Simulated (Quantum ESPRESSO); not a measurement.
# Ga6As (P6/mmm) in Quantum ESPRESSO: reference runs

Aim: a first look at Ga6As with PBE, on the cell as given.

All numbers are computed with Quantum ESPRESSO 7.5; they aren't measurements. Logs are shortened: lines on timing, memory, paths and dates and some standing lists are left out, and cuts for length are marked.

## Step 1: Starting point

It takes space group P6/mmm (No. 191, hexagonal). The conventional cell has a = 4.889 Å, b = 4.889 Å, c = 5.287 Å, α = 90.00°, β = 90.00°, γ = 120.00°. Ga (site symmetry m2m) is surrounded by 3 Ga at 1.63 Å. Around As (site symmetry 6/mmm) lie 12 Ga at 3.10 Å.

The cell was built by a generator and needn't be a form met in nature.

## Step 2: Single point, PBE

pw.in reads:

```
&CONTROL
  calculation = 'scf'
  prefix = 'pwscf'
  outdir = './tmp'
  pseudo_dir = './pseudo'
  tprnfor = .true.
  tstress = .true.
  disk_io = 'nowf'
/
&SYSTEM
  ibrav = 0
  nat = 7
  ntyp = 2
  ecutwfc = 70
  ecutrho = 560
  nbnd = 54
  occupations = 'smearing'
  smearing = 'fd'
  degauss = 0.00367493
/
&ELECTRONS
  conv_thr = 1.4d-09
  electron_maxstep = 120
  mixing_beta = 0.5
/
ATOMIC_SPECIES
Ga    69.7230 Ga.pbe-dn-kjpaw_psl.1.0.0.UPF
As    74.9216 As.pbe-n-rrkjus_psl.0.2.UPF
CELL_PARAMETERS angstrom
   4.8887757000    0.0000000000    0.0000000000
  -2.4443878500    4.2338039500    0.0000000000
   0.0000000000    0.0000000000    5.2866125900
ATOMIC_POSITIONS crystal
Ga     0.3328968300    0.0000000000    0.5000000000
Ga     0.6671031700    0.0000000000    0.5000000000
Ga     0.0000000000    0.3328968300    0.5000000000
Ga     0.0000000000    0.6671031700    0.5000000000
Ga     0.6671031700    0.6671031700    0.5000000000
Ga     0.3328968300    0.3328968300    0.5000000000
As     0.0000000000    0.0000000000    0.0000000000
K_POINTS automatic
6 6 5 0 0 0
```

Potentials or basis: SSSP 1.3 efficiency PBE.

Run with:

```console
OMP_NUM_THREADS=1 pw.x -in pw.in > pw.out
```

pw.out:

```text
This program is part of the open-source Quantum ESPRESSO suite
     for quantum simulation of materials; please cite
         "P. Giannozzi et al., J. Phys.:Condens. Matter 21 395502 (2009);
         "P. Giannozzi et al., J. Phys.:Condens. Matter 29 465901 (2017);
         "P. Giannozzi et al., J. Chem. Phys. 152 154105 (2020);
     in publications or presentations arising from this work. More details at

     file Ga.pbe-dn-kjpaw_psl.1.0.0.UPF: wavefunction(s)  4S renormalized
     Message from routine setup:
     using ibrav=0 with symmetry is DISCOURAGED, use correct ibrav instead

     G-vector sticks info
     --------------------
     sticks:   dense  smooth     PW     G-vecs:    dense   smooth      PW
     Sum        3295    1651    463               165177    58499    8747

     Using Slab Decomposition

     bravais-lattice index     =            0
     lattice parameter (alat)  =       9.2384  a.u.
     unit-cell volume          =     738.4225 (a.u.)^3
     number of atoms/cell      =            7
     number of atomic types    =            2
     number of electrons       =        83.00
     number of Kohn-Sham states=           54
     kinetic-energy cutoff     =      70.0000  Ry
     charge density cutoff     =     560.0000  Ry
     scf convergence threshold =      1.4E-09
     mixing beta               =       0.5000
     number of iterations used =            8  plain     mixing
     Exchange-correlation= PBE
                           (   1   4   3   4   0   0   0)

     celldm(1)=   9.238447  celldm(2)=   0.000000  celldm(3)=   0.000000
     celldm(4)=   0.000000  celldm(5)=   0.000000  celldm(6)=   0.000000

     crystal axes: (cart. coord. in units of alat)
               a(1) = (   1.000000   0.000000   0.000000 )
               a(2) = (  -0.500000   0.866025   0.000000 )
               a(3) = (   0.000000   0.000000   1.081378 )

     reciprocal axes: (cart. coord. in units 2 pi/alat)
               b(1) = (  1.000000  0.577350 -0.000000 )
               b(2) = (  0.000000  1.154701  0.000000 )
               b(3) = (  0.000000 -0.000000  0.924746 )

     PseudoPot. # 1 for Ga read from file:
     Ga.pbe-dn-kjpaw_psl.1.0.0.UPF
     Pseudo is Projector augmented-wave + core cor, Zval = 13.0
     Generated using "atomic" code by A. Dal Corso  v.5.1
     Shape of augmentation charge: PSQ
     Using radial grid of 1205 points,  6 beta functions with:
                l(1) =   0
                l(2) =   0
                l(3) =   1
                l(4) =   1
                l(5) =   2
                l(6) =   2
     Q(r) pseudized with 0 coefficients

     PseudoPot. # 2 for As read from file:
     As.pbe-n-rrkjus_psl.0.2.UPF
     Pseudo is Ultrasoft + core correction, Zval =  5.0
     Generated using "atomic" code by A. Dal Corso  v.5.0.99 svn rev. 10869
     Using radial grid of 1209 points,  4 beta functions with:
                l(1) =   0
                l(2) =   0
                l(3) =   1
                l(4) =   1
     Q(r) pseudized with 0 coefficients

     atomic species   valence    mass     pseudopotential
     Ga               13.00    69.72300     Ga( 1.00)
     As                5.00    74.92160     As( 1.00)

     24 Sym. Ops., with inversion, found

   Cartesian axes

     site n.     atom                  positions (alat units)
         1        Ga     tau(   1) = (   0.3328968   0.0000000   0.5406888  )
         2        Ga     tau(   2) = (   0.6671032   0.0000000   0.5406888  )
         3        Ga     tau(   3) = (  -0.1664484   0.2882971   0.5406888  )
         4        Ga     tau(   4) = (  -0.3335516   0.5777283   0.5406888  )
         5        Ga     tau(   5) = (   0.3335516   0.5777283   0.5406888  )
         6        Ga     tau(   6) = (   0.1664484   0.2882971   0.5406888  )
         7        As     tau(   7) = (   0.0000000   0.0000000   0.0000000  )

     number of k points=    21  Fermi-Dirac smearing, width (Ry)=  0.0037
                       cart. coord. in units 2pi/alat
        k(    1) = (   0.0000000   0.0000000   0.0000000), wk =   0.0111111
        k(    2) = (   0.0000000   0.0000000   0.1849493), wk =   0.0222222
        k(    3) = (   0.0000000   0.0000000   0.3698985), wk =   0.0222222
        k(    4) = (   0.0000000   0.1924501   0.0000000), wk =   0.0666667
        k(    5) = (   0.0000000   0.1924501   0.1849493), wk =   0.1333333
        k(    6) = (   0.0000000   0.1924501   0.3698985), wk =   0.1333333
[... 13 lines left out ...]
        k(   20) = (   0.3333333   0.5773503   0.1849493), wk =   0.0444444
        k(   21) = (   0.3333333   0.5773503   0.3698985), wk =   0.0444444

     Dense  grid:   165177 G-vectors     FFT dimensions: (  72,  72,  75)

     Smooth grid:    58499 G-vectors     FFT dimensions: (  50,  50,  54)

     Initial potential from superposition of free atoms

     starting charge      82.9820, renormalised to      83.0000
     Starting wfcs are   58 randomized atomic wfcs

     Self-consistent Calculation

     iteration #  1     ecut=    70.00 Ry     beta= 0.50
     Davidson diagonalization with overlap
     ethr =  1.00E-02,  avg # of iterations = 11.2

     total energy              =   -1678.80193780 Ry
     estimated scf accuracy    <       1.05563899 Ry

     iteration #  2     ecut=    70.00 Ry     beta= 0.50
     Davidson diagonalization with overlap
     ethr =  1.27E-03,  avg # of iterations =  6.7
[... 90 lines left out ...]
     total energy              =   -1680.26295379 Ry
     estimated scf accuracy    <       0.00000005 Ry

     iteration # 14     ecut=    70.00 Ry     beta= 0.50
     Davidson diagonalization with overlap
     ethr =  6.42E-11,  avg # of iterations =  6.7

     End of self-consistent calculation

          k = 0.0000 0.0000 0.0000 (  7299 PWs)   bands (ev):

   -10.8174 -10.8065  -9.2079  -8.6534  -8.6534  -8.6387  -8.6387  -8.5706
    -8.5667  -8.1105  -8.1105  -7.8391  -7.8391  -7.3867  -7.3867  -6.7801
    -6.7801  -6.7506  -6.7506  -5.4278  -5.4278  -5.4146  -5.4146  -5.1670
    -5.1670  -4.7170  -4.5935  -4.5801  -3.4855  -3.4837  -3.4735   1.7663
     4.5596   4.5596   4.7103   4.8722   4.8722   5.2380   5.3543  11.8038
    11.8038  12.4503  13.4259  13.4259  14.2040  14.2040  15.3008  18.0365
    18.9052  18.9052  19.4104  19.4104  20.7200  20.8493
[... 193 lines left out ...]
    -9.8625  -9.8423  -9.8423  -9.4995  -9.4788  -9.4788  -8.4115  -8.4115
    -8.4017  -8.1732  -8.1526  -8.1526  -7.7196  -7.7178  -7.7178  -5.7928
    -5.7913  -5.7710  -5.7710  -5.7682  -5.7682  -5.1607  -5.1607  -5.1261
    -4.8562  -4.8562  -4.8382  -4.7222  -4.7222  -4.6997  -1.1415  -0.6858
    -0.6858   1.2948   7.5885   7.5885   7.9987   8.0656   8.0656   9.8782
    12.5085  12.8554  12.8554  13.5847  13.5847  13.6562  16.8138  16.8138
    17.5848  19.2152  19.2152  20.2037  21.1575  21.1575

     the Fermi energy is    11.9122 ev

!    total energy              =   -1680.26295382 Ry
     estimated scf accuracy    <          2.6E-10 Ry
     smearing contrib. (-TS)   =      -0.00229288 Ry
     internal energy E=F+TS    =   -1680.26066094 Ry

     The total energy is F=E-TS. E is the sum of the following terms:
     one-electron contribution =   -1123.02779298 Ry
     hartree contribution      =     661.22089978 Ry
     xc contribution           =    -244.04826726 Ry
     ewald contribution        =    -296.40669147 Ry
     one-center paw contrib.   =    -677.99880900 Ry

     convergence has been achieved in  14 iterations

     Forces acting on atoms (cartesian axes, Ry/au):

     atom    1 type  1   force =     0.03538549    0.00000000   -0.00000000
     atom    2 type  1   force =    -0.03538549   -0.00000000   -0.00000000
     atom    3 type  1   force =    -0.01769274    0.03064473    0.00000000
     atom    4 type  1   force =     0.01769274   -0.03064473   -0.00000000
     atom    5 type  1   force =    -0.01769274   -0.03064473    0.00000000
     atom    6 type  1   force =     0.01769274    0.03064473    0.00000000
     atom    7 type  2   force =     0.00000000    0.00000000    0.00000000

     Total force =     0.086676     Total SCF correction =     0.000019

     Computing stress (Cartesian axis) and pressure

          total   stress  (Ry/bohr**3)                   (kbar)     P=     2524.27
   0.02588083  -0.00000000  -0.00000000         3807.20       -0.00       -0.00
   0.00000000   0.02588083  -0.00000000            0.00     3807.20       -0.00
  -0.00000000  -0.00000000  -0.00028265           -0.00       -0.00      -41.58

=------------------------------------------------------------------------------=
   JOB DONE.
=------------------------------------------------------------------------------=
```

Wall time 4 min (1 thread of AMD EPYC 7R13 (Zen 3), shared host); peak memory 0.75 GiB.

What came out:

```yaml
Free_energy: -22861.1421 eV
Pressure: 252.4 GPa
Largest_force: 0.910 eV/Å
Band_gap_on_the_k_mesh: none (metal or under the smearing width)
```

Forces on the atoms (eV/Å):
```
Ga   0.910  0.000  0.000
Ga  -0.910  0.000  0.000
Ga  -0.455  0.788  0.000
Ga   0.455 -0.788  0.000
Ga  -0.455 -0.788  0.000
Ga   0.455  0.788  0.000
As   0.000  0.000  0.000
```

Stress tensor (GPa, compression positive):
```
380.72   0.00   0.00
  0.00 380.72   0.00
  0.00   0.00  -4.16
```

Levels at points of the mesh, in eV from the Fermi level:
```csv
k point,band 40,band 41,band 42,band 43,band 44,band 45
"(0.00, 0.00, 0.00)",-0.11,-0.11,0.54,1.51,1.51,2.29
"(0.00, -0.50, 0.00)",-0.84,-0.54,-0.29,0.10,0.16,0.74
```

Caveat: a pressure of tens of GPa on the cell as given is suspect, and the run, the potentials or the cell itself is likely at fault.
